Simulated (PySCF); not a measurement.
# F2Hg2O (Hg2(O)1(F)2): the cost of one run

Computed with PySCF 2.14.0. Level: PBE, Hg def2-SVP with ECP60, O def2-SVP, F def2-SVP; scalar-relativistic core potentials, no spin–orbit coupling.

4 further runs of the same task are left out: 2 for a known fault of the program, 2 that didn't finish.

### Step 1. The system as given

5 atoms, charge 0, spin multiplicity 1.

Bond lengths: Hg1–O3 1.983 Å, Hg1–F4 1.952 Å, Hg2–O3 1.983 Å, Hg2–F5 1.952 Å. Angles: O3–Hg1–F4 176.3°, O3–Hg2–F5 176.3°, Hg1–O3–Hg2 116.4°.

Geometry (Å):

| atom | x (Å) | y (Å) | z (Å) |
| --- | --- | --- | --- |
| Hg1 | -0.1328 | -0.1520 | 1.6851 |
| Hg2 | -0.1328 | -0.1520 | -1.6851 |
| O3 | -0.8205 | -0.9388 | 0.0000 |
| F4 | 0.4715 | 0.5395 | 3.4071 |
| F5 | 0.4715 | 0.5395 | -3.4071 |

Formal oxidation states: Hg +2. An earlier session relaxed this geometry at PBE, Hg def2-SVP with ECP60, O def2-SVP, F def2-SVP (singlet, point group C2v).

Its energy there is -581.437836 Eh.

### Step 2. Multiplicity 3 at the relaxed geometry

run.py (the lines that set the calculation) reads:

```python
mol = gto.M(atom='''
Hg    -0.13281    -0.15197     1.68509
Hg    -0.13281    -0.15197    -1.68509
O     -0.82045    -0.93879     0.00000
F      0.47149     0.53949     3.40712
F      0.47149     0.53949    -3.40712''',
    basis={'Hg': 'def2-SVP', 'O': 'def2-SVP', 'F': 'def2-SVP'},
    ecp={'Hg': 'def2-SVP'},
    charge=0, spin=2)
mf = dft.UKS(mol, xc='PBE')
mf.grids.atom_grid = (50, 194)
mf = mf.density_fit()  # fitting sets: Hg def2-universal-JKFIT, O def2-universal-JKFIT, F def2-universal-JKFIT
mf.conv_tol = 1e-08; mf.max_cycle = 55
mf.kernel(dm0)  # dm0: free metal ions and neutral atoms
```

Run with:

```sh
> OMP_NUM_THREADS=2 python run.py
```

**Question.** How long does this run take on 2 threads of Arm Neoverse N1, shared host?

About 7.6 s.
